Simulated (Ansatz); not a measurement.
# Rb (diamond type): how the settings move a single-point run

Question: which choices in the input matter for Rb (diamond type)?

Method: reference: DFT, PBEsol, norm-conserving pseudopotentials, Ansatz's default files, scalar-relativistic, in Ansatz 0.2.0.

### Step 1. The system as given

Symmetry: Fd-3m, No. 227, cubic system. Conventional cell: a = 9.408 Å, b = 9.408 Å, c = 9.408 Å, α = 90.00°, β = 90.00°, γ = 90.00°. Rb (site symmetry -43m) has 4 Rb at 4.07 Å in its first shell of neighbours.

Coordinates:

```cif
data_structure
_symmetry_space_group_name_H-M 'Fd-3m:1'
_symmetry_Int_Tables_number 227
_cell_length_a 9.4084
_cell_length_b 9.4084
_cell_length_c 9.4084
_cell_angle_alpha 90.000
_cell_angle_beta 90.000
_cell_angle_gamma 90.000
_cell_volume 832.81
loop_
_atom_site_label
_atom_site_type_symbol
_atom_site_symmetry_multiplicity
_atom_site_Wyckoff_symbol
_atom_site_fract_x
_atom_site_fract_y
_atom_site_fract_z
_atom_site_occupancy
Rb1 Rb 8 b 0.00000 0.50000 0.00000 1
```

### Step 2. Baseline

input.yaml reads:

```yaml
crystal:
  lattice:
    - [0.0, 4.704198604, 4.704198604]
    - [4.704198604, 0.0, 4.704198604]
    - [4.704198604, 4.704198604, 0.0]
  atoms:
    - { symbol: Rb, position: [-0.125, -0.125, -0.125] }
    - { symbol: Rb, position: [0.125, 0.125, 0.125] }
kpoints:
  mp_grid: { grid: [8, 8, 8] }
scf:
  occupations: { method: fermi_dirac, width: 0.05 }
hamiltonian:
  xc: pbesol
  pseudopotentials: { kind: nc }
output:
  forces: true
  stress: true
  eigenvalues: true
```

Launch:

```bash
$ ansatz run input.yaml --threads 1 --pin off --max-ram 2048MiB --backend cpu --events-out ev --progress --plain --runs-dir out
```

### Step 3. Changed: scf.algorithm density_mixing, pseudopotentials.kind paw_fr, dispersion d3bjatm, noncollinear true, spin_orbit true

input.yaml, as its differences from that of step 2:

```diff
@@ -12,5 +12,7 @@
   occupations: { method: fermi_dirac, width: 0.05 }
+  algorithm: density_mixing
 hamiltonian:
   xc: pbesol
-  pseudopotentials: { kind: nc }
+  pseudopotentials: { kind: paw_fr }
+  dispersion: d3bjatm
 output:
@@ -19 +21,4 @@
   eigenvalues: true
+magnetization:
+  noncollinear: true
+  spin_orbit: true
```

**Question.** What will these runs give? Wanted: for each run, ending; energy change; pressure; gap; force.

The runs gave:

| run | ending | energy change | pressure (GPa) | gap (eV) | force (eV/Å) | cycles | time |
| --- | --- | --- | --- | --- | --- | --- | --- |
| reference | converged | - | 0.3 | 0.00 | 0.00 | 7 | 7.7 s |
| 1: scf.algorithm density_mixing, pseudopotentials.kind paw_fr, dispersion d3bjatm, noncollinear true, spin_orbit true | converged | not comparable | 0.2 | 0.00 | 0.00 | 8 | 21 s |

Residual by cycle in the longest SCF loop of each run; runs are numbered as in the table. The quantity is the density residual dr2, in eV.

| cycle | reference | run 1 |
| --- | --- | --- |
| 1 | 0.0674 | 0.0656 |
| 2 | 0.0353 | 0.0471 |
| 3 | 0.00353 | 0.00612 |
| 4 | 7.7e-4 | 8.5e-4 |
| 5 | 6.1e-5 | 1.5e-4 |
| 6 | 1.8e-6 | 8.2e-6 |
| 7 | 4.2e-8 | 2.0e-7 |
| 8 | - | 1.3e-8 |

Total energies don't compare across a change of potentials and spin-orbit coupling; pressure, gap, moments and forces, where computed, barely move. Cost: 8 SCF cycles against 7, 21 s against 7.7 s.
